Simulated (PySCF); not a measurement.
# The bond of AuO, level by level

One job finds the state of AuO, follows it along the bond with each method and fits the curves.

The runs use PySCF 2.14.0; Au def2-TZVPP with ECP60, O def2-TZVPP, scalar-relativistic core potentials.

**1. The job**

A driver script around PySCF takes these settings:

- atoms: Au, O
- charge: 0
- basis: Au def2-TZVPP with ECP60, O def2-TZVPP
- Hamiltonian: scalar-relativistic core potentials
- basis functions: 87
- electrons treated: 27
- masses in u: 196.9666, 15.9949
- levels: PBE0, PBE, r²SCAN, LDA, B3LYP, r²SCAN0, TPSS, ωB97M-V, HF, MP2, SCS-MP2
- grid: 80 radial by 434 angular points
- occupations: held fixed by the projection of orbital angular momentum
- dissociation limit: Au + O, each in its ground configuration
- starting distance in angstrom: 1.825
- values of 2S to try: 1, 3, 5

The run is started by

```sh
OMP_NUM_THREADS=1 python dia.py task.json out
```

After this run come: First curve: PBE0; Other states along the same grid; PBE (GGA); r²SCAN (meta-GGA); LDA; B3LYP; r²SCAN0; TPSS; ωB97M-V (range-separated hybrid); ROHF (mean field).

Before running it: what results should come out? Wanted: for each run, Re; ωe; De; μ.

The runs gave:

Lowest PBE0 solution found, without spin–orbit coupling: ²Π (doublet), unpaired electrons π ↑. State 2 has its PBE0 minimum 1.33 eV higher. The other levels ran on the lowest alone.

| level | Re (Å) | ωe (cm⁻¹) | De (eV) | μ (D) |
| --- | --- | --- | --- | --- |
| ROHF | 1.982 | 547 | -0.106 | -5.10 |
| ROHF-MP2 | 1.869 | 611 | 1.81 | n/a |
| ROHF-SCS-MP2 | 1.891 | 592 | 1.72 | n/a |
| LDA | 1.817 | 701 | 3.60 | -3.02 |
| PBE | 1.865 | 619 | 2.71 | -3.05 |
| TPSS | 1.873 | 613 | 2.48 | -3.13 |
| r²SCAN | 1.863 | 622 | 2.48 | -3.14 |
| B3LYP | 1.897 | 567 | 2.07 | -3.35 |
| PBE0 | 1.884 | 581 | 2.02 | -3.43 |
| r²SCAN0 | 1.883 | 592 | 1.89 | -3.47 |
| ωB97M-V | 1.909 | 554 | 1.99 | -3.87 |

De is counted to Au + O in their ground configurations. A positive dipole means Au(−)O(+).

The methods spread over 0.165 Å in bond length, from LDA to ROHF. Among the levels with a De in the table, it runs from -0.106 eV (ROHF) to 3.60 eV (LDA).

Correlated steps freeze 1 core orbital. These are scalar-relativistic numbers at best; spin–orbit coupling would shift them, the dissociation energy most. A negative De means that the minimum lies above the separated atoms at that level. With d or f electrons several states lie close, and the lowest PBE0 determinant need not be the measured ground state. With spin–orbit coupling the term label itself may not hold.
